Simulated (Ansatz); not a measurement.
# C₁₀H₁₇GeN: one species, many methods

The task here is to estimate one member of a computed series from the others.

The runs use Ansatz 0.2.0, Gaussian basis; functionals in def2-TZVPP, the program's frozen cores in correlated methods.

The runs, in order: LDA (SPW92), PBE-D4, revPBE-D4, BLYP-D4, r2SCAN-D4, B97M-V, PBE0-D4, B3LYP-D4, r2SCANh-D4, r2SCAN0-D4, HSE06-D4, BHLYP-D4, CAM-B3LYP-D4, LC-ωPBE, ωB97X-V, ωB97M-V, B2PLYP, PBE-QIDH; CCSD(T)/def2-SVP; CCSD(T)/def2-TZVPP; MP2/def2-QZVPP; extrapolation to the limit; RPA on PBE.

### The relaxed structure

The geometry comes from an earlier relaxation with PBE0-D4 in a triple-zeta def2 set; it is a stationary point, not always the lowest conformer.

SMILES `CC(C)(C)[N]([GeH3])c1ccccc1`, 29 atoms, charge 0, spin multiplicity 1.

Atoms are counted from 1 here; the program's logs count them from 0.

Bond lengths: C1–C2 1.523 Å, C1–H13 1.092 Å, C1–H14 1.094 Å, C1–H15 1.092 Å, C2–C3 1.526 Å, C2–C4 1.530 Å, C2–N5 1.480 Å, C3–H16 1.093 Å, C3–H17 1.091 Å, C3–H18 1.092 Å, C4–H19 1.092 Å, C4–H20 1.093 Å, C4–H21 1.093 Å, N5–Ge6 1.851 Å, N5–C7 1.421 Å, Ge6–H22 1.533 Å, Ge6–H23 1.538 Å, Ge6–H24 1.549 Å and more. Angles: C2–C1–H13 110.9°, C2–C1–H14 111.9°, C2–C1–H15 109.8°, H13–C1–H14 108.5°, H13–C1–H15 108.5°, H14–C1–H15 107.0°, C1–C2–C3 108.4°, C1–C2–C4 109.2°, C1–C2–N5 108.5°, C3–C2–C4 109.1°, C3–C2–N5 109.9°, C4–C2–N5 111.7°, C2–C3–H16 109.8°, C2–C3–H17 111.6°, C2–C3–H18 110.7°, H16–C3–H17 107.9°, H16–C3–H18 108.4°, H17–C3–H18 108.4° and more.

Set-up of the first run:

The input, in.yaml:

```yaml
crystal:
  periodic: [false, false, false]
  atoms:
    - {symbol: C, position_ang: [-2.741486, 0.738140, 0.167230]}
    - {symbol: C, position_ang: [-1.390224, 0.138667, 0.532160]}
    - {symbol: C, position_ang: [-1.570734, -1.361248, 0.747782]}
    - {symbol: C, position_ang: [-0.891446, 0.775729, 1.830511]}
    - {symbol: N, position_ang: [-0.453045, 0.376323, -0.588281]}
    - {symbol: Ge, position_ang: [-0.489923, 1.961117, -1.543176]}
    - {symbol: C, position_ang: [0.831701, -0.222444, -0.494498]}
    - {symbol: C, position_ang: [1.905124, 0.423843, 0.117639]}
    - {symbol: C, position_ang: [3.158211, -0.167751, 0.169163]}
    - {symbol: C, position_ang: [3.359035, -1.422791, -0.383833]}
    - {symbol: C, position_ang: [2.300416, -2.074667, -0.999925]}
    - {symbol: C, position_ang: [1.052088, -1.477048, -1.060037]}
    - {symbol: H, position_ang: [-3.108810, 0.326165, -0.774937]}
    - {symbol: H, position_ang: [-2.693735, 1.827465, 0.075085]}
    - {symbol: H, position_ang: [-3.469109, 0.515234, 0.949964]}
    - {symbol: H, position_ang: [-2.290138, -1.535208, 1.551382]}
    - {symbol: H, position_ang: [-0.632415, -1.842038, 1.028373]}
    - {symbol: H, position_ang: [-1.944861, -1.838784, -0.160402]}
    - {symbol: H, position_ang: [0.063730, 0.344379, 2.136189]}
    - {symbol: H, position_ang: [-0.759566, 1.854332, 1.709588]}
    - {symbol: H, position_ang: [-1.607428, 0.611493, 2.639974]}
    - {symbol: H, position_ang: [0.729981, 1.897779, -2.469557]}
    - {symbol: H, position_ang: [-1.786849, 2.053020, -2.364082]}
    - {symbol: H, position_ang: [-0.397389, 3.216878, -0.640843]}
    - {symbol: H, position_ang: [1.751453, 1.406110, 0.551823]}
    - {symbol: H, position_ang: [3.980578, 0.355457, 0.644211]}
    - {symbol: H, position_ang: [4.337523, -1.887118, -0.343689]}
    - {symbol: H, position_ang: [2.450755, -3.050579, -1.448024]}
    - {symbol: H, position_ang: [0.226762, -1.970456, -1.559289]}
basis:
  gaussian: {orbitals: def2-TZVPP}
hamiltonian: {xc: lda}
output: {orbitals: {seedname: orbitals}}
```

The run is started by

```bash
$ ansatz run in.yaml --threads 11 --pin off --events-out ev --progress --plain --max-ram 174080MiB --backend cuda --devices 0, --max-vram 75GiB
```

Among the steps run: LDA; PBE-D4 (GGA); revPBE-D4 (GGA); BLYP-D4 (GGA); r2SCAN-D4 (meta-GGA); B97M-V (meta-GGA); B3LYP-D4 (hybrid); r2SCANh-D4 (hybrid); r2SCAN0-D4 (hybrid); HSE06-D4 (hybrid); BHLYP-D4 (hybrid); CAM-B3LYP-D4 (range-separated); LC-ωPBE (range-separated); ωB97X-V (range-separated); ωB97M-V (range-separated); B2PLYP (double hybrid); PBE-QIDH (double hybrid).

One table of the session follows, with a row left open; its other results are not shown here.

It belongs to the step «Frontier levels by functional». 

```
  functional  HOMO (eV)  gap (eV)
 LDA (SPW92)      -5.12      3.71
      PBE-D4      -4.98      3.83
   revPBE-D4      -4.92      3.86
     BLYP-D4      -4.85      3.86
   r2SCAN-D4      -5.23      4.27
      B97M-V      -5.42      4.50
     PBE0-D4      -6.29      6.05
    B3LYP-D4      -6.06      5.64
  r2SCANh-D4      -5.72      5.09
  r2SCAN0-D4      -6.46      6.33
    HSE06-D4      -5.89      5.28
    BHLYP-D4      -7.45      8.26
CAM-B3LYP-D4      -7.62      8.46
     LC-ωPBE      -8.92     10.77
     ωB97X-V          ?         ?
     ωB97M-V      -8.55     10.28
```

**Question.** Estimate the row for ωB97X-V.

**Answer.** HOMO (eV): -8.61; gap (eV): 10.45. In the column «HOMO (eV)» it lies between LC-ωPBE (-8.92) and ωB97M-V (-8.55).
